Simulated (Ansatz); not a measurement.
# Bi3B4P: the band gap up the ladder of functionals

An exercise on one series of results from a longer session: the logs are not shown, and one member is left open.

Code: Ansatz 0.2.0. PAW datasets, plane waves. The calculation is spin-unpolarised, and the structure need not be a phase that has been made.

**Starting point**

The cell was relaxed beforehand with r2SCAN.

Space group I-42m (No. 121), tetragonal; a = 5.243 Å, c = 10.424 Å in the conventional setting, 17.91 Å³ an atom. Near P stand 4 B at 1.98 Å; near B stand 1 P at 1.98 Å and 3 Bi at 2.35–2.42 Å; near Bi stand 4 B at 2.35 Å; near Bi stand 4 B at 2.42 Å.

Coordinates:

```
CELL_PARAMETERS angstrom
-2.62155 2.62155 5.21184
2.62155 -2.62155 5.21184
2.62155 2.62155 -5.21184
ATOMIC_POSITIONS crystal
P 0.00000 0.00000 0.00000
B 0.67182 0.67182 0.57026
Bi 0.25000 0.75000 0.50000
B 0.89845 0.32818 0.00000
Bi 0.50000 0.50000 0.00000
B 0.10155 0.10155 0.42974
Bi 0.75000 0.25000 0.50000
B 0.32818 0.89845 0.00000
```

Set-up of the first run:

Contents of input.yaml:

```yaml
crystal:
  lattice:
    - [-2.6215457155, 2.6215457155, 5.2118380671]
    - [2.6215457155, -2.6215457155, 5.2118380671]
    - [2.6215457155, 2.6215457155, -5.2118380671]
  atoms:
    - { symbol: P, position: [0.0, 0.0, 0.0] }
    - { symbol: B, position: [0.671815518, 0.671815518, 0.5702621274] }
    - { symbol: Bi, position: [0.25, 0.75, 0.5] }
    - { symbol: B, position: [0.8984466095, 0.328184482, 0.0] }
    - { symbol: Bi, position: [0.5, 0.5, 0.0] }
    - { symbol: B, position: [0.1015533905, 0.1015533905, 0.4297378726] }
    - { symbol: Bi, position: [0.75, 0.25, 0.5] }
    - { symbol: B, position: [0.328184482, 0.8984466095, 0.0] }
kpoints:
  mp_grid: { grid: [8, 8, 8] }
  band_path:
    path:
      - [[0.0, 0.0, 0.0], [5.950587851207e-18, -5.950587851207e-18, 0.5], [0.25, 0.25, 0.25], [2.675363334977e-17, 0.5, -2.675363334977e-17], [0.0, 0.0, 0.0], [0.5, 0.5, -0.5], [0.3132518237942, 0.6867481762058, -0.3132518237942]]
      - [[-0.3132518237942, 0.3132518237942, 0.3132518237942], [0.0, 0.0, 0.0]]
      - [[5.950587851207e-18, -5.950587851207e-18, 0.5], [-0.1265036475883, 0.1265036475883, 0.5]]
      - [[0.5, 0.5, -0.1265036475883], [0.5, 0.5, -0.5]]
    npoints: 10
hamiltonian:
  xc: pbe
scf:
  occupations: { method: fermi_dirac, width: 0.02 }
  n_extra_bands: 6
output:
  forces: true
  stress: true
  eigenvalues: true
  write_density: true
  write_potential: true
  elf: true
  volumetric_format: npy
```

Run with:

```bash
$ ansatz run input.yaml --threads 2 --pin off --max-ram 20275MiB --backend cpu --events-out ev --progress --plain --runs-dir out
```

Among the steps run: PBE band path; r2SCAN at the same geometry; HSE06; PBE+SOC; PBE0.

One of the session's tables, all rows but one given; the rest of the session is left out.

```
  level  gap (eV)
    PBE      0.47
 r2SCAN         ?
  HSE06      0.98
PBE+SOC      0.30
   PBE0      1.61
```

Q: Estimate the row for r2SCAN from the others.

**Answer.** gap (eV): 0.61. In the column «gap (eV)» it lies between PBE (0.47) and HSE06 (0.98).

Meshes: PBE 8×8×8, r2SCAN 8×8×8, HSE06 4×4×4, PBE+SOC 8×8×8, PBE0 4×4×4

Against HSE06, PBE is short by 0.51 eV, at 48 % of it, and r2SCAN 62 %. PBE0 lies 0.63 eV above HSE06, which differs from it by screening the long-range exchange.

Caveats from the session: Warnings in the runs' records: stress scf threshold loose, stress exchange threshold loose.
